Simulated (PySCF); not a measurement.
**C2HBF2 (SMILES C#CB(F)F) at 6 levels**

Wanted: a comparison of 6 runs (HF/STO-3G, HF/3-21G, PBE0/def2-SVP, PBE/6-311+G**, PBE0/def2-TZVP, MP2/aug-cc-pVDZ) of C2HBF2. The job is set up through a Python script.

The results are computed with PySCF 2.14.0.

### Step 1. Starting point

C2HBF2 has 6 atoms, charge 0, and is taken as a singlet. As SMILES, `C#CB(F)F`. The shape is that of a PBE0-D4/def2-TZVP optimisation.

Bond lengths: C1–C2 1.203 Å, C2–B3 1.521 Å, B3–F4 1.316 Å, B3–F5 1.316 Å, C1–H6 1.066 Å. Angles: C1–C2–B3 180.0°, C2–B3–F4 121.1°, C2–B3–F5 121.1°, F4–B3–F5 117.8°, C2–C1–H6 180.0°.

### Step 2. Energy and gradient at HF/STO-3G (run 1)

File input.py:

```python
# C#CB(F)F
from pyscf import gto

mol = gto.M(
    atom='''
C     -0.883700     0.450800     1.253400
C     -0.218600     0.106200     0.311700
B      0.622000    -0.329200    -0.878400
F      0.153600    -1.179500    -1.766600
F      1.841700     0.131700    -1.054100
H     -1.473000     0.756000     2.087900
''',
    basis='sto-3g',
    verbose=4,
    spin=0,
    max_memory=1860,
)

hf = mol.RHF()
hf.conv_tol = 1e-10
hf.kernel()
if not hf.converged:
    hf = hf.newton().run(hf.mo_coeff, hf.mo_occ)

e_final = hf.e_tot
print('E = %.10f Eh' % e_final)
grad = hf.nuc_grad_method().kernel()
dip = hf.dip_moment()
pop, q = hf.mulliken_pop()
```

On the command line:

```
$ OMP_NUM_THREADS=1 python input.py
```

What it wrote:

```text
PySCF version 2.14.0

[... 62 lines left out ...]
converged SCF energy = -295.880593789722
[... 8 lines left out ...]
2 B    -0.0125953733     0.0066448578     0.0179896335
3 F    -0.0051887961    -0.0076316808    -0.0072973088
4 F     0.0106372092     0.0047001577    -0.0005618311
5 H     0.0010389241    -0.0005428936    -0.0014635925
----------------------------------------------
Dipole moment(X, Y, Z, Debye): -0.49576,  0.25734,  0.70260
 ** Mulliken pop  **
pop of  0 C 1s            1.99439
pop of  0 C 2s            1.12476
pop of  0 C 2px           1.01220
pop of  0 C 2py           0.96857
pop of  0 C 2pz           0.99621
pop of  1 C 1s            1.99416
pop of  1 C 2s            1.15840
pop of  1 C 2px           0.99406
pop of  1 C 2py           1.00176
pop of  1 C 2pz           1.02924
pop of  2 B 1s            1.99115
pop of  2 B 2s            0.76890
pop of  2 B 2px           0.57390
pop of  2 B 2py           0.49271
pop of  2 B 2pz           0.60945
pop of  3 F 1s            1.99867
pop of  3 F 2s            1.93051
pop of  3 F 2px           1.86571
pop of  3 F 2py           1.69319
pop of  3 F 2pz           1.71185
pop of  4 F 1s            1.99867
pop of  4 F 2s            1.93050
pop of  4 F 2px           1.57132
pop of  4 F 2py           1.81167
pop of  4 F 2pz           1.88775
pop of  5 H 1s            0.89033
 ** Mulliken atomic charges  **
charge of    0C =     -0.09613
charge of    1C =     -0.17762
charge of    2B =      0.56390
charge of    3F =     -0.19993
charge of    4F =     -0.19990
charge of    5H =      0.10967
```

Run time: 2.5 s. Hardware: 1 thread of Intel Xeon at 2.50GHz (Skylake/Cascade Lake), shared host; peak memory 0.12 GiB.

### Step 3. Energy and forces at HF/3-21G (run 2)

File calc.py:

```python
import pyscf.grad
from pyscf import gto, scf

system = gto.Mole()
system.atom = '''
C   -0.883700   0.450800   1.253400
C   -0.218600   0.106200   0.311700
B    0.622000  -0.329200  -0.878400
F    0.153600  -1.179500  -1.766600
F    1.841700   0.131700  -1.054100
H   -1.473000   0.756000   2.087900
'''
system.spin = 0
system.basis = '3-21g'
system.charge = 0
system.max_memory = 1860
system.verbose = 3
system.build()

calc0 = scf.RHF(system)
calc0.conv_tol = 1e-10
calc0.kernel()
if not calc0.converged:
    calc0 = calc0.newton().run(calc0.mo_coeff, calc0.mo_occ)

e_tot = calc0.e_tot
print('Final energy', e_tot)
grad = calc0.Gradients().kernel()
calc0.analyze()
```

On the command line:

```
$ OMP_NUM_THREADS=1 python calc.py
```

What it wrote:

```text
converged SCF energy = -298.345178347834
Final energy -298.3451783478338
--------------- RHF gradients ---------------
         x                y                z
0 C    -0.0081686576     0.0042474757     0.0115550108
1 C     0.0149103565    -0.0077445630    -0.0211189610
2 B     0.0181663402    -0.0092829680    -0.0255506815
3 F     0.0064300950     0.0169575216     0.0196986286
4 F    -0.0250355733    -0.0074362909     0.0064839258
5 H    -0.0063025608     0.0032588245     0.0089320774
----------------------------------------------
**** MO energy ****
MO #1   energy= -26.1971544062174  occ= 2
MO #2   energy= -26.1970818270241  occ= 2
MO #3   energy= -11.2210584385674  occ= 2
MO #4   energy= -11.1898091614476  occ= 2
MO #5   energy= -7.7196570703771   occ= 2
MO #6   energy= -1.64710231663114  occ= 2
MO #7   energy= -1.61058226808941  occ= 2
MO #8   energy= -1.06022713557299  occ= 2
MO #9   energy= -0.830681524416179 occ= 2
MO #10  energy= -0.781052542850692 occ= 2
MO #11  energy= -0.746885690854478 occ= 2
MO #12  energy= -0.73075079085896  occ= 2
MO #13  energy= -0.710380614281751 occ= 2
MO #14  energy= -0.644527515905497 occ= 2
MO #15  energy= -0.639206740283443 occ= 2
MO #16  energy= -0.611074047899437 occ= 2
MO #17  energy= -0.438420479220794 occ= 2
MO #18  energy= -0.433216031833106 occ= 2
MO #19  energy= 0.0979095578087223 occ= 0
MO #20  energy= 0.176322250452232  occ= 0
MO #21  energy= 0.271774287224456  occ= 0
MO #22  energy= 0.311379462531208  occ= 0
MO #23  energy= 0.322645492815465  occ= 0
MO #24  energy= 0.430433775093737  occ= 0
MO #25  energy= 0.478327865680785  occ= 0
MO #26  energy= 0.55271324652852   occ= 0
MO #27  energy= 0.591411071887282  occ= 0
MO #28  energy= 0.820133277901198  occ= 0
MO #29  energy= 0.824004003945455  occ= 0
MO #30  energy= 0.887056107125018  occ= 0
MO #31  energy= 0.964341551582951  occ= 0
MO #32  energy= 0.975332736430471  occ= 0
MO #33  energy= 1.13563049121151   occ= 0
MO #34  energy= 1.17173335695828   occ= 0
MO #35  energy= 1.26326582232183   occ= 0
MO #36  energy= 1.41071983935388   occ= 0
MO #37  energy= 1.52063962038614   occ= 0
MO #38  energy= 1.81448344590597   occ= 0
MO #39  energy= 2.19376361905414   occ= 0
MO #40  energy= 2.25263629709647   occ= 0
MO #41  energy= 2.32292728313269   occ= 0
MO #42  energy= 2.39281857295878   occ= 0
MO #43  energy= 2.39368258147877   occ= 0
MO #44  energy= 2.48681675966656   occ= 0
MO #45  energy= 2.53652766513071   occ= 0
MO #46  energy= 4.07395070853216   occ= 0
MO #47  energy= 4.07940445400557   occ= 0
 ** Mulliken atomic charges  **
charge of    0C =     -0.08245
charge of    1C =     -0.17911
charge of    2B =      0.65320
charge of    3F =     -0.28099
charge of    4F =     -0.28092
charge of    5H =      0.17025
Dipole moment(X, Y, Z, Debye): -1.38216,  0.71666,  1.95784
```

Run time: 2.7 s. Hardware: 1 thread of Intel Xeon at 2.50GHz (Skylake/Cascade Lake), shared host; peak memory 0.12 GiB.

Runs 3 to 5 aren't shown in full; the table further down has their settings and results.

### Step 4. Energy and gradient at MP2/aug-cc-pVDZ (run 6)

File job.py:

```python
import pyscf.grad
from pyscf import gto, mp

mol = gto.M(
    atom='''
C     -1.669951     0.851889     2.368583
C     -0.413094     0.200689     0.589028
B      1.175410    -0.622098    -1.659935
F      0.290262    -2.228932    -3.338390
F      3.480309     0.248877    -1.991960
H     -2.783567     1.428633     3.945559
''',
    basis='aug-cc-pvdz',
    spin=0,
    unit='bohr',
    charge=0,
    verbose=4,
    max_memory=1860,
)

mf = mol.RHF()
mf.conv_tol = 1e-10
mf.kernel()
if not mf.converged:
    mf = mf.newton().run(mf.mo_coeff, mf.mo_occ)

pt = mp.MP2(mf, frozen=5).run()
etot = pt.e_tot
print('Final energy', etot)
grad = pt.Gradients().kernel()
mf.analyze()
```

On the command line:

```
$ OMP_NUM_THREADS=1 python job.py
```

What it wrote:

```text
PySCF version 2.14.0

[... 95 lines left out ...]
MO #4   energy= -11.2499912549371  occ= 2
[... 11 lines left out ...]
MO #16  energy= -0.627754481707143 occ= 2
[... 11 lines left out ...]
MO #28  energy= 0.155148689170132  occ= 0
[... 11 lines left out ...]
MO #40  energy= 0.322753081076655  occ= 0
[... 11 lines left out ...]
MO #52  energy= 0.514370672797632  occ= 0
[... 11 lines left out ...]
MO #64  energy= 0.832357682502988  occ= 0
[... 11 lines left out ...]
MO #76  energy= 1.26733861470717   occ= 0
[... 11 lines left out ...]
MO #88  energy= 1.62947931047776   occ= 0
[... 11 lines left out ...]
MO #100 energy= 2.03718576673886   occ= 0
[... 11 lines left out ...]
MO #112 energy= 3.36498489572571   occ= 0
[... 11 lines left out ...]
MO #124 energy= 5.15837901978027   occ= 0
[... 94 lines left out ...]
pop of  4 F 1s            2.00000
pop of  4 F 2s            1.77242
pop of  4 F 3s            0.00209
pop of  4 F 4s            0.00069
pop of  4 F 2px           1.75554
pop of  4 F 2py           1.87330
pop of  4 F 2pz           1.91236
pop of  4 F 3px           0.00053
pop of  4 F 3py           0.00214
pop of  4 F 3pz           0.00407
pop of  4 F 4px           0.00183
pop of  4 F 4py           0.00302
pop of  4 F 4pz           0.00289
pop of  4 F 3dxy          0.00363
pop of  4 F 3dyz          0.00040
pop of  4 F 3dz^2         0.00180
pop of  4 F 3dxz          0.00214
pop of  4 F 3dx2-y2       0.00413
pop of  4 F 4dxy          0.00101
pop of  4 F 4dyz          0.00013
pop of  4 F 4dz^2         0.00052
pop of  4 F 4dxz          0.00059
pop of  4 F 4dx2-y2       0.00115
pop of  5 H 1s            0.80818
pop of  5 H 2s            0.00709
pop of  5 H 3s            0.00370
pop of  5 H 2px           0.00100
pop of  5 H 2py           0.00034
pop of  5 H 2pz           0.00185
pop of  5 H 3px           0.00033
pop of  5 H 3py           0.00010
pop of  5 H 3pz           0.00064
 ** Mulliken atomic charges  **
charge of    0C =     -0.09460
charge of    1C =     -0.19145
charge of    2B =      0.80212
charge of    3F =     -0.34646
charge of    4F =     -0.34638
charge of    5H =      0.17678
Dipole moment(X, Y, Z, Debye): -1.20626,  0.62557,  1.70888
```

It took 72 s on 1 thread of Intel Xeon at 2.50GHz (Skylake/Cascade Lake), shared host; peak memory 1.5 GiB.

### Step 5. All runs side by side

```
run            level  integration grid  frozen core orbitals  energy (Eh)  dipole moment (D) of the reference  HOMO energy (eV)  LUMO energy (eV)  wall time
  1        HF/STO-3G                 –                     –  -295.880594                                0.90             -9.52              6.64      2.5 s
  2         HF/3-21G                 –                     –  -298.345178                                2.50            -11.79              2.66      2.7 s
  3    PBE0/def2-SVP                 5                     –  -300.860121                                1.90             -8.84             -1.36       33 s
  4    PBE/6-311+G**                 5                     –  -301.168490                                1.91             -7.67             -2.55       66 s
  5   PBE0/def2-TZVP                 5                     –  -301.216079                                1.95             -8.92             -1.50    2.3 min
  6  MP2/aug-cc-pVDZ                 –                     5  -300.713733                                2.18            -11.76              0.82       72 s
```

### Step 6. Results

| quantity | value |
| --- | --- |
| run 6: total energy | -300.71373 Eh |
| run 6: dipole moment (Hartree–Fock density) | 2.18 D |
| run 6: HOMO energy (Hartree–Fock orbitals) | -11.76 eV |
| run 6: LUMO energy (Hartree–Fock orbitals) | 0.82 eV |
| run 6: HOMO–LUMO gap (Hartree–Fock orbitals) | 12.58 eV |
| run 6: correlation energy (5 core orbitals frozen) | -731.0 mEh |
| run 6: largest force on an atom | 3.119 eV/Å |

**Reading.** Over runs 1, 2, 3, 4, 5 the dipole moment (its size) runs from 0.90 D (HF/STO-3G) to 2.50 D (HF/3-21G). Over runs 1, 2, 3, 4, 5 the HOMO–LUMO gap runs from 5.12 eV (PBE/6-311+G**) to 16.15 eV (HF/STO-3G). The two ends differ in method and basis. Totals of different functionals can't be ranked against each other. In run 1 the basis is minimal, so the values are rough. All runs together took 5.2 min, the longest 2.3 min.
